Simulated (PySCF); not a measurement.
# C₉H₇N: excited states, first hyperpolarisability

What do calculations give for the excited states, first hyperpolarisability of C₉H₇N (`c1ccc2cccc-2nc1`)?

Computed with PySCF 2.14.0 and routines of our own; the level stands in each step. Atoms count from 0.

## 1. The system as given

17 atoms, charge 0, multiplicity 1; geometry from: GFN2-xTB.

## 2. Relaxing the molecule at PBE0-D3(BJ)/def2-SVP

What the job is given:

```
{"job": {"xc": "PBE0", "basis": "def2-SVP", "d3": "d3bj", "grid": 2, "kind": "geom"}, "charge": 0, "multiplicity": 1}
C      2.382938    -0.304533    -0.201109
C      1.945080     0.956472     0.166437
C      0.633233     1.386078     0.348798
C     -0.513872     0.637130     0.198549
C     -1.827328     1.065655     0.378923
C     -2.689458    -0.000792     0.129456
C     -1.960178    -1.135125    -0.215284
C     -0.601678    -0.818748    -0.194901
N      0.345914    -1.679916    -0.476194
C      1.639595    -1.456014    -0.479046
H      3.456114    -0.426465    -0.288285
H      2.716289     1.698761     0.332127
H      0.496398     2.422148     0.640404
H     -2.121817     2.059929     0.663667
H     -3.762830     0.046114     0.194205
H     -2.359566    -2.100470    -0.459191
H      2.214168    -2.338195    -0.748465
```

Command:

```
$ OMP_NUM_THREADS=1 python excited_run.py task.json out
```

The driver reads the jobs from task.json and runs them one after another.

The program printed:

```text
step   0  E = -401.12086917  max force = 0.011011
step   1  E = -401.12256976  max force = 0.002374
step   2  E = -401.12256957  max force = 0.001339
step   3  E = -401.12257881  max force = 0.000552
step   4  E = -401.12257787  max force = 0.000652
step   5  E = -401.12257962  max force = 0.000233
optimisation converged
```

Run time: 53 s. Hardware: 1 thread of AMD EPYC 9R45, shared host; peak memory 0.81 GiB.

Relaxation path:

| step | energy from step 0 (eV) | largest force component (eV/Å) |
| --- | --- | --- |
| 0 | 0.0000 | 0.5662 |
| 1 | -0.0463 | 0.1221 |
| 2 | -0.0463 | 0.0689 |
| 3 | -0.0465 | 0.0284 |
| 4 | -0.0465 | 0.0335 |
| 5 | -0.0465 | 0.0120 |

Close pairs (by a distance rule), those that changed most:

| bond | before (Å) | after (Å) | change (Å) |
| --- | --- | --- | --- |
| C6–H15 | 1.073 | 1.088 | +0.015 |
| C5–H14 | 1.076 | 1.092 | +0.015 |
| C4–H13 | 1.075 | 1.090 | +0.015 |
| C4–C5 | 1.394 | 1.407 | +0.013 |
| C0–H10 | 1.084 | 1.095 | +0.011 |
| C9–H16 | 1.087 | 1.098 | +0.011 |
| C1–H11 | 1.083 | 1.094 | +0.011 |
| C2–H12 | 1.085 | 1.095 | +0.010 |

The next job starts from the end point, and lists it.

| at the end point | value |
| --- | --- |
| point group (found at 0.08 Å tolerance) | Cs |
| rotational constants (GHz, main isotopes) | 2.860, 1.305, 0.896 |
| dipole moment (D) | 2.23 |

## 3. Excited states: TDA CAM-B3LYP/aug-cc-pVDZ

What the job is given:

```
{"job": {"kind": "states", "xc": "CAM-B3LYP", "basis": "aug-cc-pVDZ", "tda": true, "soc": true, "nstates": 6, "ntriplets": 5, "nquad": 4}, "charge": 0, "multiplicity": 1}
C      2.456830    -0.329586    -0.180495
C      2.022459     0.939950     0.187828
C      0.704374     1.370713     0.369226
C     -0.451710     0.621102     0.220222
C     -1.766987     1.060498     0.404009
C     -2.635245    -0.016990     0.151624
C     -1.906848    -1.161004    -0.196314
C     -0.539884    -0.840048    -0.174905
N      0.411153    -1.710924    -0.459156
C      1.715669    -1.489068    -0.461903
H      3.540755    -0.456821    -0.267785
H      2.802876     1.687890     0.354709
H      0.566532     2.417261     0.662040
H     -2.059212     2.069690     0.693963
H     -3.723570     0.034799     0.218497
H     -2.296119    -2.145900    -0.446618
H      2.314913    -2.368634    -0.731676
```

Level: TDA CAM-B3LYP/aug-cc-pVDZ excited states, vertical, gas phase, spin-orbit mean-field couplings.

The program printed:

```text
coarse grid: 15176 points
cycle   1  E = -401.5961777641  dE =  2.252e+00  |g| = 3.727e-01  |ddm| = 4.859e+01
cycle   2  E = -401.6024813505  dE = -6.304e-03  |g| = 3.859e-01  |ddm| = 4.949e+00
cycle   3  E = -401.6377530480  dE = -3.527e-02  |g| = 9.429e-02  |ddm| = 2.260e+00
cycle   4  E = -401.6398215808  dE = -2.069e-03  |g| = 4.889e-02  |ddm| = 6.058e-01
cycle   5  E = -401.6405084877  dE = -6.869e-04  |g| = 1.220e-02  |ddm| = 3.127e-01
cycle   6  E = -401.6405414722  dE = -3.298e-05  |g| = 3.399e-03  |ddm| = 8.220e-02
cycle   7  E = -401.6405452148  dE = -3.743e-06  |g| = 1.555e-03  |ddm| = 2.768e-02
final grid: 149472 points
cycle   8  E = -401.6731939546  dE = -2.426e-05  |g| = 3.544e-03  |ddm| = 7.130e-01
cycle   9  E = -401.6731941308  dE = -1.762e-07  |g| = 3.693e-03  |ddm| = 7.443e-02
cycle  10  E = -401.6731976704  dE = -3.540e-06  |g| = 8.599e-04  |ddm| = 2.625e-02
cycle  11  E = -401.6731978759  dE = -2.055e-07  |g| = 2.079e-04  |ddm| = 4.854e-03
cycle  12  E = -401.6731979041  dE = -2.821e-08  |g| = 1.023e-04  |ddm| = 2.279e-03
cycle  13  E = -401.6731979117  dE = -7.653e-09  |g| = 5.050e-05  |ddm| = 7.889e-04
cycle  14  E = -401.6731979168  dE = -5.080e-09  |g| = 3.404e-05  |ddm| = 5.620e-04
cycle  15  E = -401.6731979187  dE = -1.892e-09  |g| = 1.414e-05  |ddm| = 4.084e-04
cycle  16  E = -401.6731979190  dE = -3.290e-10  |g| = 5.445e-06  |ddm| = 1.677e-04
converged SCF energy = -401.6731979190

Singlet excitations
state   eV       nm        f     d(h-e)  d(exc)  Lambda  PR(NTO)  |dmu|/D   mu/D   main configurations
  1   2.3528   527.0   0.01342   0.805   3.210   0.592   1.103    1.500    1.860   H->L 0.93
  2   3.5512   349.1   0.00122   1.192   2.990   0.482   1.007    2.528    1.501   H-2->L 0.97
  3   3.7840   327.7   0.00215   0.904   3.397   0.827   2.027    1.886    2.246   H->L+1 0.51, H-1->L 0.47
  4   4.5131   274.7   0.00054   1.152   3.077   0.400   1.010    2.295    1.108   H-2->L+1 0.97
  5   4.9831   248.8   0.19226   0.642   3.330   0.738   1.489                     H-1->L+1 0.69, H-3->L 0.10
  6   5.1645   240.1   0.00006   1.882   5.089   0.191   1.014                     H->L+2 0.80, H->L+3 0.11

Triplet excitations (Tamm-Dancoff)
state   eV     d(h-e)  d(exc)  Lambda  PR(NTO)   main configurations
  1   1.7888   0.736   3.220   0.582   1.009   H->L 0.99
  2   2.3431   0.495   3.113   0.817   2.078   H->L+1 0.54, H-1->L 0.41
  3   2.7296   0.601   3.313   0.830   1.971   H-1->L 0.56, H->L+1 0.43
  4   2.9853   1.108   2.866   0.474   1.011   H-2->L 0.90
  5   3.8567   0.539   3.334   0.738   1.040   H-1->L+1 0.97
S1 - T1 = 0.5640 eV

Spin-orbit couplings |<S|Hso|T>| (cm-1)
             T1       T2       T3       T4       T5
S0        0.051    0.048    0.008   20.118    0.037
S1        0.002    0.032    0.014    4.127    0.004
S2        4.403    4.594    4.303    0.042    1.756
S3        0.030    0.005    0.010    5.259    0.022
S4        0.226    3.233    3.286    0.039    5.644
S5        0.006    0.027    0.003    1.337    0.014
S6        0.762    0.459    0.379    0.029    0.073
T1 sublevels (cm-1): 0.000 0.000 0.001   radiative rates (1/s): 0.00106 0.00014 0.000946
```

Wall time 53 s (1 thread of AMD EPYC 9R45, shared host); peak memory 1.3 GiB.

In short:

| quantity | value |
| --- | --- |
| S1 less T1 | 0.56 eV |

## 4. Excited states: TDDFT CAM-B3LYP/aug-cc-pVDZ

Settings changed since step 3:

```diff
@@ -1,2 +1,2 @@
-{"job": {"kind": "states", "xc": "CAM-B3LYP", "basis": "aug-cc-pVDZ", "tda": true, "soc": true, "nstates": 6, "ntriplets": 5, "nquad": 4}, "charge": 0, "multiplicity": 1}
+{"job": {"kind": "states", "xc": "CAM-B3LYP", "basis": "aug-cc-pVDZ", "tpa": true, "nstates": 8, "nquad": 6, "ntriplets": 0}, "charge": 0, "multiplicity": 1}
 C      2.456830    -0.329586    -0.180495
```

Level: TDDFT CAM-B3LYP/aug-cc-pVDZ excited states, vertical, gas phase, two-photon moments by quadratic response.

The program printed:

```text
coarse grid: 15176 points
cycle   1  E = -401.5961777641  dE =  2.252e+00  |g| = 3.727e-01  |ddm| = 4.859e+01
cycle   2  E = -401.6024813505  dE = -6.304e-03  |g| = 3.859e-01  |ddm| = 4.949e+00
cycle   3  E = -401.6377530480  dE = -3.527e-02  |g| = 9.429e-02  |ddm| = 2.260e+00
cycle   4  E = -401.6398215808  dE = -2.069e-03  |g| = 4.889e-02  |ddm| = 6.058e-01
cycle   5  E = -401.6405084877  dE = -6.869e-04  |g| = 1.220e-02  |ddm| = 3.127e-01
cycle   6  E = -401.6405414722  dE = -3.298e-05  |g| = 3.399e-03  |ddm| = 8.220e-02
cycle   7  E = -401.6405452148  dE = -3.743e-06  |g| = 1.555e-03  |ddm| = 2.768e-02
final grid: 149472 points
cycle   8  E = -401.6731939546  dE = -2.426e-05  |g| = 3.544e-03  |ddm| = 7.130e-01
cycle   9  E = -401.6731941308  dE = -1.762e-07  |g| = 3.693e-03  |ddm| = 7.443e-02
cycle  10  E = -401.6731976704  dE = -3.540e-06  |g| = 8.599e-04  |ddm| = 2.625e-02
cycle  11  E = -401.6731978759  dE = -2.055e-07  |g| = 2.079e-04  |ddm| = 4.854e-03
cycle  12  E = -401.6731979041  dE = -2.821e-08  |g| = 1.023e-04  |ddm| = 2.279e-03
cycle  13  E = -401.6731979117  dE = -7.660e-09  |g| = 5.050e-05  |ddm| = 7.889e-04
cycle  14  E = -401.6731979168  dE = -5.074e-09  |g| = 3.404e-05  |ddm| = 5.620e-04
cycle  15  E = -401.6731979187  dE = -1.895e-09  |g| = 1.414e-05  |ddm| = 4.084e-04
cycle  16  E = -401.6731979190  dE = -3.261e-10  |g| = 5.445e-06  |ddm| = 1.677e-04
converged SCF energy = -401.6731979190

Singlet excitations
state   eV       nm        f     d(h-e)  d(exc)  Lambda  PR(NTO)  |dmu|/D   mu/D   delta(TPA)   sigma/GM   main configurations
  1   2.1980   564.1   0.00798   0.747   3.198   0.594   1.172    1.592    1.880        7.57      0.013   H->L 0.97
  2   3.5054   353.7   0.00095   1.193   2.998   0.482   1.010    2.550    1.525        0.73      0.003   H-2->L 0.97
  3   3.6303   341.5   0.00196   0.855   3.377   0.823   2.069    1.813    2.210       29.64      0.143   H->L+1 0.52, H-1->L 0.47
  4   4.4936   275.9   0.00029   1.159   3.082   0.400   1.011    2.312    1.095       10.74      0.079   H-2->L+1 0.96
  5   4.6838   264.7   0.28777   0.584   3.312   0.746   1.377    1.273    2.212      212.24      1.706   H-1->L+1 0.58, H->L+1 0.18, H-1->L 0.16
  6   5.0286   246.6   0.88459   0.651   3.345   0.747   1.713    0.576    1.861       19.25      0.178   H-1->L 0.34, H-1->L+1 0.32, H->L+1 0.27
  7   5.1631   240.1   0.00005   1.883   5.090   0.191   1.014                                            H->L+2 0.80, H->L+3 0.11
  8   5.5844   222.0   0.00088   0.821   5.620   0.170   1.023                                            H->L+3 0.71, H->L+2 0.12, H->L+4 0.11
```

Run time: 66 s. Hardware: 1 thread of AMD EPYC 9R45, shared host; peak memory 1.3 GiB.

## 5. First hyperpolarisability: quadratic response CAM-B3LYP/aug-cc-pVDZ

Settings changed since step 4:

```diff
@@ -1,2 +1,2 @@
-{"job": {"kind": "states", "xc": "CAM-B3LYP", "basis": "aug-cc-pVDZ", "tpa": true, "nstates": 8, "nquad": 6, "ntriplets": 0}, "charge": 0, "multiplicity": 1}
+{"job": {"kind": "beta", "xc": "CAM-B3LYP", "basis": "aug-cc-pVDZ"}, "charge": 0, "multiplicity": 1}
 C      2.456830    -0.329586    -0.180495
```

With the program's defaults for keys left out, this is: quadratic response CAM-B3LYP/aug-cc-pVDZ first hyperpolarisability, Taylor convention, gas phase.

The program printed:

```text
coarse grid: 15176 points
cycle   1  E = -401.5961777641  dE =  2.252e+00  |g| = 3.727e-01  |ddm| = 4.859e+01
cycle   2  E = -401.6024813505  dE = -6.304e-03  |g| = 3.859e-01  |ddm| = 4.949e+00
cycle   3  E = -401.6377530480  dE = -3.527e-02  |g| = 9.429e-02  |ddm| = 2.260e+00
cycle   4  E = -401.6398215808  dE = -2.069e-03  |g| = 4.889e-02  |ddm| = 6.058e-01
cycle   5  E = -401.6405084877  dE = -6.869e-04  |g| = 1.220e-02  |ddm| = 3.127e-01
cycle   6  E = -401.6405414722  dE = -3.298e-05  |g| = 3.399e-03  |ddm| = 8.220e-02
cycle   7  E = -401.6405452148  dE = -3.743e-06  |g| = 1.555e-03  |ddm| = 2.768e-02
final grid: 149472 points
cycle   8  E = -401.6731939546  dE = -2.426e-05  |g| = 3.544e-03  |ddm| = 7.130e-01
cycle   9  E = -401.6731941308  dE = -1.762e-07  |g| = 3.693e-03  |ddm| = 7.443e-02
cycle  10  E = -401.6731976704  dE = -3.540e-06  |g| = 8.599e-04  |ddm| = 2.625e-02
cycle  11  E = -401.6731978759  dE = -2.055e-07  |g| = 2.079e-04  |ddm| = 4.854e-03
cycle  12  E = -401.6731979041  dE = -2.820e-08  |g| = 1.023e-04  |ddm| = 2.279e-03
cycle  13  E = -401.6731979117  dE = -7.659e-09  |g| = 5.050e-05  |ddm| = 7.889e-04
cycle  14  E = -401.6731979168  dE = -5.078e-09  |g| = 3.404e-05  |ddm| = 5.620e-04
cycle  15  E = -401.6731979187  dE = -1.890e-09  |g| = 1.414e-05  |ddm| = 4.084e-04
cycle  16  E = -401.6731979190  dE = -3.294e-10  |g| = 5.445e-06  |ddm| = 1.677e-04
converged SCF energy = -401.6731979190

Lowest singlets (eV, f): 2.1980 0.0080  3.5054 0.0009  3.6303 0.0020

First hyperpolarisability (au)
process     nm      |vector|   parallel      HRS      DR
static         -      324.32     -83.41     150.89   3.647
shg       1907.0      370.95     -99.01     170.59   3.814
eope      1907.0      337.71     -87.49          -       -
eope      1064.0      375.35    -100.76          -       -
```

It took 54 s on 1 thread of AMD EPYC 9R45, shared host; peak memory 1.3 GiB.

Warnings kept with the result: second harmonic within 0.3 eV of the first excitation or beyond it: left out.

## 6. Excited states: TDA CAM-B3LYP/aug-cc-pVDZ in toluene

Settings changed since step 5:

```diff
@@ -1,2 +1,2 @@
-{"job": {"kind": "beta", "xc": "CAM-B3LYP", "basis": "aug-cc-pVDZ"}, "charge": 0, "multiplicity": 1}
+{"job": {"kind": "states", "xc": "CAM-B3LYP", "basis": "aug-cc-pVDZ", "tda": true, "soc": true, "nstates": 6, "ntriplets": 5, "nquad": 4, "solvent": "toluene"}, "charge": 0, "multiplicity": 1}
 C      2.456830    -0.329586    -0.180495
```

Method: TDA CAM-B3LYP/aug-cc-pVDZ excited states, vertical, IEF-PCM toluene (non-equilibrium response), spin-orbit mean-field couplings.

The program printed:

```text
coarse grid: 15176 points
cycle   1  E = -401.6028694066  dE =  2.246e+00  |g| = 3.612e-01  |ddm| = 4.862e+01
cycle   2  E = -401.6156029375  dE = -1.273e-02  |g| = 3.441e-01  |ddm| = 4.872e+00
cycle   3  E = -401.6427564701  dE = -2.715e-02  |g| = 7.260e-02  |ddm| = 2.145e+00
cycle   4  E = -401.6439495660  dE = -1.193e-03  |g| = 3.764e-02  |ddm| = 5.280e-01
cycle   5  E = -401.6443543118  dE = -4.047e-04  |g| = 8.626e-03  |ddm| = 2.884e-01
cycle   6  E = -401.6443722742  dE = -1.796e-05  |g| = 2.406e-03  |ddm| = 6.551e-02
cycle   7  E = -401.6443744676  dE = -2.193e-06  |g| = 1.206e-03  |ddm| = 2.190e-02
final grid: 149472 points
cycle   8  E = -401.6769918350  dE = -2.489e-05  |g| = 3.381e-03  |ddm| = 7.200e-01
cycle   9  E = -401.6769929984  dE = -1.163e-06  |g| = 2.962e-03  |ddm| = 7.569e-02
cycle  10  E = -401.6769952760  dE = -2.278e-06  |g| = 6.226e-04  |ddm| = 2.635e-02
cycle  11  E = -401.6769953760  dE = -9.999e-08  |g| = 2.106e-04  |ddm| = 3.903e-03
cycle  12  E = -401.6769953941  dE = -1.812e-08  |g| = 6.513e-05  |ddm| = 2.067e-03
cycle  13  E = -401.6769953970  dE = -2.849e-09  |g| = 2.975e-05  |ddm| = 5.546e-04
cycle  14  E = -401.6769953986  dE = -1.595e-09  |g| = 1.689e-05  |ddm| = 3.991e-04
cycle  15  E = -401.6769953991  dE = -5.895e-10  |g| = 7.753e-06  |ddm| = 2.800e-04
converged SCF energy = -401.6769953991

Singlet excitations
state   eV       nm        f     d(h-e)  d(exc)  Lambda  PR(NTO)  |dmu|/D   mu/D   main configurations
  1   2.3484   528.0   0.01999   0.811   3.215   0.591   1.092    1.974    2.293   H->L 0.94
  2   3.6194   342.6   0.00151   1.172   2.990   0.485   1.007    3.023    1.912   H-2->L 0.97
  3   3.7702   328.9   0.00353   0.898   3.395   0.826   2.025    2.387    2.780   H->L+1 0.52, H-1->L 0.46
  4   4.5950   269.8   0.00063   1.136   3.078   0.401   1.010    2.776    1.446   H-2->L+1 0.97
  5   4.8705   254.6   0.63685   0.695   3.347   0.761   1.447                     H-1->L+1 0.50, H->L+1 0.20, H-1->L 0.17
  6   5.1953   238.6   1.62932   0.652   3.397   0.755   1.740                     H-1->L+1 0.34, H-1->L 0.30, H->L+1 0.22

Triplet excitations (Tamm-Dancoff)
state   eV     d(h-e)  d(exc)  Lambda  PR(NTO)   main configurations
  1   1.8038   0.742   3.222   0.583   1.009   H->L 0.99
  2   2.3584   0.488   3.108   0.817   2.104   H->L+1 0.51, H-1->L 0.44
  3   2.7397   0.617   3.316   0.829   1.994   H-1->L 0.53, H->L+1 0.46
  4   3.0683   1.096   2.870   0.477   1.012   H-2->L 0.90
  5   3.8614   0.531   3.330   0.740   1.039   H-1->L+1 0.97
S1 - T1 = 0.5447 eV

Spin-orbit couplings |<S|Hso|T>| (cm-1)
             T1       T2       T3       T4       T5
S0        0.054    0.047    0.005   19.895    0.040
S1        0.002    0.032    0.013    4.278    0.004
S2        4.483    4.680    4.027    0.043    1.701
S3        0.030    0.006    0.010    5.138    0.021
S4        0.234    3.145    3.440    0.028    5.518
S5        0.011    0.023    0.003    2.255    0.021
S6        0.015    0.014    0.010    2.280    0.024
T1 sublevels (cm-1): 0.000 0.000 0.001   radiative rates (1/s): 0.000814 0.000359 0.00159
```

It took 55 s on 1 thread of AMD EPYC 9R45, shared host; peak memory 1.3 GiB.

In short:

| quantity | value |
| --- | --- |
| S1 less T1 | 0.54 eV |

## 7. What came out

| quantity | value |
| --- | --- |
| point group | Cs |
| rotational constants (main isotopes) | 2.86, 1.31, 0.90 GHz |
| S1 less T1 (step 3, TDA CAM-B3LYP/aug-cc-pVDZ) | 0.56 eV |
| β vector (step 5, quadratic response CAM-B3LYP/aug-cc-pVDZ) | static 324, SHG 1907.0 nm 371 au |
| S1 less T1 (step 6, TDA CAM-B3LYP/aug-cc-pVDZ in toluene) | 0.54 eV |

In words: The optimisation took 5 steps and gained 0.047 eV; among the close pairs (by a distance rule), C6–H15 changed most, from 1.073 to 1.088 Å. In step 3, the number of triplets below S1 is 2, and the largest singlet-triplet spin-orbit coupling is S0–T4, 20.12 cm⁻¹. β grows from 324 au (static) to 371 au for doubling at 1907.0 nm: normal dispersion, which grows as twice the photon energy moves toward the bright states. In step 6, the number of triplets below S1 is 1, and the largest singlet-triplet spin-orbit coupling is S0–T4, 19.89 cm⁻¹.
